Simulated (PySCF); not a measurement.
# BEt2(NH2): geometry, NMR shifts, electronic excitations, spin-spin couplings and core binding energies

Aim: predict the NMR shifts, electronic excitations, spin-spin couplings and core binding energies of BEt2(NH2) (`CCB(N)CC`).

Programs: PySCF 2.14.0, with density-fitted response routines of our own. Each step states its level of theory. These are calculated values for one molecule in the gas phase, unless marked as measured. Atoms count from 0, in the outputs and in this text.

## Step 1: The molecule as given

18 atoms, charge 0, multiplicity 1; geometry from: GFN2-xTB. The atoms were then displaced at random by about 0.03 Å, so the start is not that level's minimum.

Bonds of the start (Å): B0–C1 1.52, B0–C8 1.71, B0–N15 1.32, C1–C2 1.50, C1–H3 1.16, C1–H4 1.11, C2–H5 1.14, C2–H6 1.08, C2–H7 1.05, C8–C9 1.55, C8–H10 1.05, C8–H11 1.06, C9–H12 1.16, C9–H13 1.06, C9–H14 1.12, N15–H16 1.00, N15–H17 1.02.

## Step 2: Geometry optimisation at PBE0-D3(BJ)/def2-SVP

What the job is given:

```
{"job": {"xc": "PBE0", "basis": "def2-SVP", "d3": "d3bj", "grid": 1, "maxiter": 40, "shake": 0.03, "kind": "geom"}, "charge": 0, "multiplicity": 1}
B     -0.200180    -0.522070    -0.000610
C      1.314750    -0.515530    -0.102050
C      1.897170    -0.531150     1.279050
H      1.829200     0.370760    -0.639100
H      1.666840    -1.408360    -0.666740
H      3.033250    -0.531490     1.240360
H      1.691000     0.352870     1.867720
H      1.673140    -1.385320     1.841850
C     -1.045510     0.958960     0.169750
C     -1.390810     1.500400    -1.243050
H     -0.468370     1.678490     0.667010
H     -1.954020     0.834100     0.692810
H     -1.989590     2.490270    -1.218090
H     -0.526540     1.672420    -1.832920
H     -2.032360     0.783210    -1.820260
N     -0.984960    -1.581810    -0.030720
H     -1.980850    -1.634460     0.010570
H     -0.588480    -2.514350    -0.137860
```

Run with:

```bash
$ OMP_NUM_THREADS=1 python probes_run.py task.json out
```

This one command runs all jobs of the session in turn.

**Question.** This job is followed by: GIAO PBE0/pcSseg-1 NMR shielding, non-relativistic, gas phase; TDDFT PBE0/def2-SVPD, vertical, gas phase, core orbitals frozen in the response; B3LYP/pcJ-1 indirect spin-spin coupling, non-relativistic, gas phase; GIAO KT2/pcSseg-1 NMR shielding, non-relativistic, gas phase; delta-SCF UKS SCAN, pcX-2 on the ionised atom (unc-x2c-TZVPall on a metal), pcseg-1 elsewhere, spin-free X2C. What will the session give for the following? point group; rotational constants (main isotopes); ¹³C shifts against TMS (PBE0/pcSseg-1, means over atoms taken as alike); ¹H shifts against TMS (PBE0/pcSseg-1, means over atoms taken as alike); ¹¹B shifts against BF3·OEt2 (PBE0/pcSseg-1); ¹⁵N shifts against NH3 (PBE0/pcSseg-1); surface potential, 1st and 99th percentile; lowest singlet (PBE0/def2-SVPD); brightest single state of those computed; lowest triplet; vertical ionisation energy (ΔSCF); largest coupling of the table (B3LYP/pcJ-1); C1s binding energies, SCAN/pcX-2; B1s binding energies, SCAN/pcX-2; N1s binding energies, SCAN/pcX-2; range of the shift of B0.

As calculated:

```
                                                               quantity                        value
                                                            point group                           C1
                                   rotational constants (main isotopes)         3.37, 2.85, 1.78 GHz
¹³C shifts against TMS (PBE0/pcSseg-1, means over atoms taken as alike)               14.8, 11.4 ppm
 ¹H shifts against TMS (PBE0/pcSseg-1, means over atoms taken as alike)         3.45, 0.96, 0.64 ppm
                            ¹¹B shifts against BF3·OEt2 (PBE0/pcSseg-1)                     46.5 ppm
                                 ¹⁵N shifts against NH3 (PBE0/pcSseg-1)                    106.5 ppm
                                  surface potential, 1st and 99th percentile           -0.61 V and 1.53 V
                                        lowest singlet (PBE0/def2-SVPD)  7.04 eV (176 nm), f = 0.002
                               brightest single state of those computed  state 6, 8.14 eV, f = 0.158
                                                         lowest triplet                      6.47 eV
                                      vertical ionisation energy (ΔSCF)                      9.73 eV
                            largest coupling of the table (B3LYP/pcJ-1)      ¹J(C,H) C2–H5, 131.7 Hz
                                       C1s binding energies, SCAN/pcX-2      C2 290.28, C1 289.65 eV
                                       B1s binding energies, SCAN/pcX-2                 B0 194.97 eV
                                       N1s binding energies, SCAN/pcX-2                N15 404.86 eV
                                               range of the shift of B0             41.8 to 46.5 ppm
```

**Reading.** The start was shaken at random, so part of the energy gained undoes that. Over 14 steps the energy fell by 0.878 eV; of the close pairs, B0–C8 changed most, 1.714 to 1.588 Å. At PBE0/pcSseg-1: Shielding is most anisotropic at N15 (span 133 ppm, paramagnetic term -157 ppm). The first singlet state (HOMO→LUMO+1 0.94) lies at 7.04 eV and is weak; of the 10 states computed, the strongest absorption comes from state 6 at 8.14 eV. The lowest triplet lies 0.58 eV below the lowest singlet (triplets in Tamm-Dancoff, singlets in full TDDFT). The orbital energy would give 7.82 eV for ionisation, ΔSCF gives 9.73 eV. Of the pairs tabulated at B3LYP/pcJ-1, C2–H5 (mean over like pairs) couples most strongly (131.7 Hz; Fermi contact 129.9 Hz). Couplings across rotatable bonds belong to this one conformer; where others are populated, the observed values are averages. The C1s levels kept as sound span 0.62 eV, from C1 (carbon bonded to C, B, 2 H) up to C2 (carbon bonded to C, 3 H). In ppm, B0 moves most: its shift spreads over 4.7 ppm, from 41.8 (KT2/pcSseg-1) to 46.5 (PBE0/pcSseg-1).
